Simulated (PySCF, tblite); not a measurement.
# C₈H₁₀: a rotation path, then NMR shifts on frames, part 2 of 2

tblite 0.8.0 and PySCF 2.14.0. Atoms count from 0. Earlier steps stand in the parts before.

### 5 Nuclear shieldings: image 4, PBE0/pcSseg-1

Job settings and geometry (Å):

```
{"job": {"kind": "nmr", "xc": "PBE0", "basis": "pcSseg-1", "pop": false}, "charge": 0, "multiplicity": 1}
C      4.053400     0.591700     0.156300
C      2.768900     0.389100     0.009700
C      1.534600     0.189700    -0.128100
C      0.244100    -0.027200    -0.267000
C     -0.277700    -1.001100    -1.278400
C     -0.764200     0.689600     0.611400
C     -2.174900     0.311500     0.293800
C     -2.981200    -0.344800     1.106400
H      4.781500     0.069800    -0.443800
H      4.432800     1.289400     0.885800
H     -0.857800    -1.776000    -0.776300
H      0.537300    -1.461400    -1.830700
H     -0.938600    -0.500600    -1.986000
H     -0.546600     0.472600     1.661500
H     -0.637400     1.768600     0.470300
H     -2.521500     0.598100    -0.690500
H     -2.678800    -0.638100     2.098700
H     -3.982500    -0.614500     0.814900
```

Level: GIAO PBE0/pcSseg-1 NMR shielding, non-relativistic, gas phase.

Standard output:

```text
coarse grid: 14888 points
cycle   1  E = -310.2224597484  dE =  1.065e+00  |g| = 4.206e-01  |ddm| = 4.140e+00
cycle   2  E = -310.2211034103  dE =  1.356e-03  |g| = 4.447e-01  |ddm| = 9.313e-01
cycle   3  E = -310.2694582699  dE = -4.835e-02  |g| = 1.260e-01  |ddm| = 4.912e-01
cycle   4  E = -310.2734372300  dE = -3.979e-03  |g| = 4.141e-02  |ddm| = 1.545e-01
cycle   5  E = -310.2738683185  dE = -4.311e-04  |g| = 1.761e-02  |ddm| = 5.108e-02
cycle   6  E = -310.2739470180  dE = -7.870e-05  |g| = 3.085e-03  |ddm| = 1.525e-02
cycle   7  E = -310.2739492766  dE = -2.259e-06  |g| = 9.487e-04  |ddm| = 4.383e-03
final grid: 143384 points
cycle   8  E = -310.3251240993  dE = -5.143e-05  |g| = 8.256e-03  |ddm| = 1.026e-01
cycle   9  E = -310.3251214909  dE =  2.608e-06  |g| = 8.926e-03  |ddm| = 1.693e-02
cycle  10  E = -310.3251410278  dE = -1.954e-05  |g| = 1.943e-03  |ddm| = 8.944e-03
cycle  11  E = -310.3251420153  dE = -9.875e-07  |g| = 3.552e-04  |ddm| = 2.177e-03
cycle  12  E = -310.3251420352  dE = -1.983e-08  |g| = 2.235e-04  |ddm| = 5.049e-04
cycle  13  E = -310.3251420492  dE = -1.409e-08  |g| = 5.138e-05  |ddm| = 2.589e-04
cycle  14  E = -310.3251420500  dE = -7.135e-10  |g| = 9.617e-06  |ddm| = 5.654e-05
converged SCF energy = -310.3251420500

GIAO shielding tensors (ppm)
atom      isotropic    diamagn.    paramagn.     s11        s22        s33       span
  0 C       94.553     266.358    -171.804     27.042     84.692    171.925    144.883
  1 C        4.367     260.098    -255.731    -32.219     20.067     25.252     57.470
  2 C       17.493     247.167    -229.674     -8.027      6.608     53.899     61.925
  3 C       56.286     267.087    -210.801    -11.498     25.116    155.241    166.739
  4 C      159.875     247.453     -87.578    149.659    154.670    175.296     25.637
  5 C      142.823     246.538    -103.715    129.659    139.546    159.266     29.607
  6 C       42.280     258.053    -215.774    -82.513     45.807    163.545    246.058
  7 C       62.282     253.180    -190.898    -50.489     79.931    157.404    207.893
  8 H       26.557      30.187      -3.630     24.521     25.609     29.540      5.019
  9 H       26.516      31.290      -4.774     24.496     25.482     29.571      5.075
 10 H       29.442      30.779      -1.337     25.142     29.258     33.927      8.784
 11 H       29.731      30.540      -0.808     25.550     28.708     34.937      9.387
 12 H       29.650      30.689      -1.039     25.570     28.714     34.667      9.098
 13 H       28.522      32.113      -3.591     24.571     28.951     32.044      7.473
 14 H       28.292      30.584      -2.292     24.325     28.035     32.516      8.191
 15 H       25.291      31.845      -6.555     22.800     24.911     28.162      5.362
 16 H       26.235      31.281      -5.046     22.836     25.737     30.133      7.297
 17 H       26.215      28.016      -1.801     23.211     25.362     30.073      6.862
```

Run time: 22 s. Hardware: 1 thread of Arm Neoverse V2, shared host; peak memory 0.83 GiB.

In short: δ C1 182.6, C2 169.4, C6 144.6, C3 130.6, H15 6.43, H17 5.50 ppm.

### 6 Nuclear shieldings: image 6, PBE0/pcSseg-1

Job settings and geometry (Å):

```
{"job": {"kind": "nmr", "xc": "PBE0", "basis": "pcSseg-1", "pop": false}, "charge": 0, "multiplicity": 1}
C      3.903500     0.336400     0.530900
C      2.646400     0.252900     0.179300
C      1.437900     0.166900    -0.159000
C      0.171300     0.082200    -0.500900
C     -0.271800    -0.745300    -1.669100
C     -0.890300     0.840100     0.265600
C     -2.148400     0.044100     0.420300
C     -2.621400    -0.393900     1.571000
H      4.675800    -0.196700    -0.000100
H      4.213000     0.941500     1.368000
H     -0.947500    -1.532400    -1.333800
H      0.582500    -1.204800    -2.159300
H     -0.805800    -0.128700    -2.393100
H     -0.502100     1.126700     1.245000
H     -1.118300     1.758100    -0.290000
H     -2.676900    -0.178200    -0.497100
H     -2.130300    -0.187400     2.507800
H     -3.526700    -0.975100     1.622800
```

Level: GIAO PBE0/pcSseg-1 NMR shielding, non-relativistic, gas phase.

Standard output:

```text
coarse grid: 14888 points
cycle   1  E = -310.2252078051  dE =  1.065e+00  |g| = 4.196e-01  |ddm| = 4.129e+00
cycle   2  E = -310.2247108868  dE =  4.969e-04  |g| = 4.399e-01  |ddm| = 9.461e-01
cycle   3  E = -310.2726256190  dE = -4.791e-02  |g| = 1.180e-01  |ddm| = 4.972e-01
cycle   4  E = -310.2760140551  dE = -3.388e-03  |g| = 4.112e-02  |ddm| = 1.425e-01
cycle   5  E = -310.2764315653  dE = -4.175e-04  |g| = 1.747e-02  |ddm| = 4.998e-02
cycle   6  E = -310.2765103579  dE = -7.879e-05  |g| = 3.134e-03  |ddm| = 1.562e-02
cycle   7  E = -310.2765127323  dE = -2.374e-06  |g| = 9.080e-04  |ddm| = 4.300e-03
final grid: 143384 points
cycle   8  E = -310.3275522328  dE = -4.529e-05  |g| = 8.149e-03  |ddm| = 8.837e-02
cycle   9  E = -310.3275498114  dE =  2.421e-06  |g| = 8.795e-03  |ddm| = 1.678e-02
cycle  10  E = -310.3275688954  dE = -1.908e-05  |g| = 1.967e-03  |ddm| = 8.958e-03
cycle  11  E = -310.3275699190  dE = -1.024e-06  |g| = 3.311e-04  |ddm| = 2.068e-03
cycle  12  E = -310.3275699366  dE = -1.756e-08  |g| = 2.106e-04  |ddm| = 4.700e-04
cycle  13  E = -310.3275699490  dE = -1.238e-08  |g| = 4.698e-05  |ddm| = 2.371e-04
cycle  14  E = -310.3275699496  dE = -5.930e-10  |g| = 8.546e-06  |ddm| = 5.503e-05
converged SCF energy = -310.3275699496

GIAO shielding tensors (ppm)
atom      isotropic    diamagn.    paramagn.     s11        s22        s33       span
  0 C       93.922     266.452    -172.530     25.191     84.622    171.954    146.762
  1 C        4.871     260.060    -255.189    -32.430     23.133     23.912     56.343
  2 C       16.827     247.866    -231.039     -3.695      3.163     51.012     54.707
  3 C       56.268     267.658    -211.391    -11.450     24.269    155.984    167.434
  4 C      161.911     247.409     -85.498    147.822    157.543    180.369     32.548
  5 C      139.415     246.330    -106.915    124.001    139.813    154.431     30.430
  6 C       42.992     258.462    -215.470    -81.946     50.217    160.703    242.649
  7 C       63.246     253.307    -190.061    -48.254     80.134    157.857    206.111
  8 H       26.497      30.016      -3.519     24.462     25.508     29.521      5.058
  9 H       26.480      31.712      -5.232     24.451     25.475     29.515      5.064
 10 H       29.429      30.798      -1.369     24.964     29.230     34.093      9.129
 11 H       29.608      30.391      -0.783     25.408     28.660     34.756      9.349
 12 H       29.749      29.742       0.007     26.418     27.735     35.093      8.675
 13 H       28.603      33.005      -4.402     24.977     29.259     31.574      6.598
 14 H       28.455      30.207      -1.752     25.255     27.251     32.857      7.602
 15 H       25.240      31.930      -6.690     22.579     24.172     28.969      6.389
 16 H       26.254      31.649      -5.395     23.102     25.519     30.140      7.038
 17 H       26.294      28.240      -1.946     23.451     25.213     30.217      6.766
```

It took 23 s on 1 thread of Arm Neoverse V2, shared host; peak memory 0.83 GiB.

This run: δ C1 182.1, C2 170.1, C6 143.9, C3 130.7, H15 6.48, H16 5.46 ppm.

### 7 Shielding tensors: image 8, PBE0/pcSseg-1

Job settings and geometry (Å):

```
{"job": {"kind": "nmr", "xc": "PBE0", "basis": "pcSseg-1", "pop": false}, "charge": 0, "multiplicity": 1}
C      3.566700     0.094200     0.908400
C      2.384200     0.108400     0.348900
C      1.251500     0.116300    -0.197500
C      0.058200     0.157500    -0.748000
C     -0.238200    -0.494700    -2.063200
C     -1.088100     0.852800    -0.051300
C     -1.967200    -0.159000     0.622500
C     -2.061200    -0.301600     1.930500
H      4.405600    -0.400200     0.445400
H      3.745200     0.577000     1.855900
H     -1.020100    -1.245200    -1.946100
H      0.649000    -0.975100    -2.468100
H     -0.595100     0.248500    -2.777700
H     -0.698600     1.551400     0.690600
H     -1.672300     1.405900    -0.792700
H     -2.527000    -0.808100    -0.038400
H     -1.509600     0.328200     2.609000
H     -2.691800    -1.049900     2.380100
```

With the program's defaults for keys left out, this is: GIAO PBE0/pcSseg-1 NMR shielding, non-relativistic, gas phase.

Standard output:

```text
coarse grid: 14888 points
cycle   1  E = -310.2261361340  dE =  1.061e+00  |g| = 4.201e-01  |ddm| = 4.139e+00
cycle   2  E = -310.2255669383  dE =  5.692e-04  |g| = 4.405e-01  |ddm| = 9.420e-01
cycle   3  E = -310.2740244854  dE = -4.846e-02  |g| = 1.130e-01  |ddm| = 5.019e-01
cycle   4  E = -310.2770585374  dE = -3.034e-03  |g| = 4.168e-02  |ddm| = 1.388e-01
cycle   5  E = -310.2774778122  dE = -4.193e-04  |g| = 1.809e-02  |ddm| = 5.061e-02
cycle   6  E = -310.2775634309  dE = -8.562e-05  |g| = 3.171e-03  |ddm| = 1.654e-02
cycle   7  E = -310.2775659207  dE = -2.490e-06  |g| = 8.883e-04  |ddm| = 4.262e-03
final grid: 143384 points
cycle   8  E = -310.3284123457  dE = -4.137e-05  |g| = 8.136e-03  |ddm| = 9.614e-02
cycle   9  E = -310.3284092230  dE =  3.123e-06  |g| = 8.901e-03  |ddm| = 1.719e-02
cycle  10  E = -310.3284287929  dE = -1.957e-05  |g| = 2.157e-03  |ddm| = 9.306e-03
cycle  11  E = -310.3284300454  dE = -1.253e-06  |g| = 3.286e-04  |ddm| = 2.177e-03
cycle  12  E = -310.3284300642  dE = -1.878e-08  |g| = 2.020e-04  |ddm| = 4.797e-04
cycle  13  E = -310.3284300756  dE = -1.136e-08  |g| = 4.261e-05  |ddm| = 2.243e-04
cycle  14  E = -310.3284300760  dE = -4.705e-10  |g| = 8.276e-06  |ddm| = 5.327e-05
converged SCF energy = -310.3284300760

GIAO shielding tensors (ppm)
atom      isotropic    diamagn.    paramagn.     s11        s22        s33       span
  0 C       93.498     266.845    -173.346     24.854     83.761    171.880    147.026
  1 C        5.112     259.852    -254.740    -32.524     22.428     25.433     57.957
  2 C       15.161     249.726    -234.564     -5.192      3.986     46.690     51.883
  3 C       55.797     266.917    -211.120    -12.905     23.058    157.237    170.142
  4 C      161.042     246.966     -85.924    144.206    154.652    184.266     40.060
  5 C      137.053     246.589    -109.536    119.628    141.006    150.525     30.897
  6 C       43.795     258.279    -214.484    -81.078     51.773    160.689    241.767
  7 C       63.604     253.682    -190.078    -46.182     80.120    156.874    203.056
  8 H       26.488      29.903      -3.415     24.436     25.485     29.543      5.107
  9 H       26.477      32.370      -5.893     24.404     25.543     29.484      5.080
 10 H       29.407      30.369      -0.961     25.212     28.801     34.208      8.997
 11 H       29.560      30.219      -0.659     25.392     28.405     34.882      9.490
 12 H       29.714      29.090       0.624     26.297     27.683     35.161      8.865
 13 H       28.654      32.840      -4.186     25.687     28.358     31.915      6.228
 14 H       28.737      31.140      -2.402     26.161     27.782     32.269      6.107
 15 H       25.331      31.832      -6.501     22.628     24.299     29.066      6.438
 16 H       26.273      32.054      -5.781     22.815     25.836     30.168      7.353
 17 H       26.370      28.906      -2.537     23.719     25.313     30.077      6.359
```

It took 23 s on 1 thread of Arm Neoverse V2, shared host; peak memory 0.83 GiB.

This run: δ C1 181.8, C2 171.8, C6 143.1, C3 131.1, H15 6.39, H16 5.44 ppm.

### 8 Side by side: NMR shifts

Shifts (ppm) of some atoms, chosen among heavy atoms and hydrogens apart, with basis size and wall time:

```
  frame     C2     C6    C0    C5    C4   H13   H10  functions  time
image 0  171.9  146.4  94.1  50.4  24.7  2.72  1.82        186  29 s
image 2  171.4  146.7  93.7  47.9  27.2  3.02  1.85        186  22 s
image 4  169.4  144.6  92.4  44.1  27.0  3.20  2.27        186  22 s
image 6  170.1  143.9  93.0  47.5  25.0  3.11  2.29        186  23 s
image 8  171.8  143.1  93.4  49.9  25.9  3.06  2.31        186  23 s
```

### 9 Outcome

What follows sums up all 2 parts.

| quantity | value |
| --- | --- |
| barrier | 0.095 eV (2.2 kcal/mol) at image 4 |
| end to end (GFN2-xTB) | 0.026 eV |
| ¹³C shifts against TMS (PBE0/pcSseg-1, image 0) | 182.3, 171.9, 146.4, 130.0, 123.4, 94.1, 50.4, 24.7 ppm |
| ¹H shifts against TMS (PBE0/pcSseg-1, image 0) | 6.06, 5.44, 5.38, 5.28, 5.28, 3.36, 2.72, 2.41, 2.02, 1.82 ppm |
| surface potential, 1st and 99th percentile | -0.71 V and 0.80 V |
| range of the shift of C5 | 44.1 to 50.4 ppm |

What this shows: Along the band the dihedral turns by 155°, and the top (dihedral -1°) lies 2.2 kcal/mol above the start (GFN2-xTB, rough), so at room temperature this motion is fast. Ends this close can change order at a higher level. The top was not checked by a frequency run. Shifts at one fixed geometry are not the observed spectrum, which averages over the motion. In the first frame run (image 0): The largest span, 231 ppm, is at C6, where the paramagnetic term is -217 ppm. By nearest atom (PBE0/pcSseg-1), the HOMO sits on C0, C3 about 26 % each; C2 18 % and the LUMO on C0, C3 about 23 % each; C1, C2 about 14 % each. Across the 5 runs the shift of C5 moves most, between 44.1 (image 4) and 50.4 ppm (image 0).
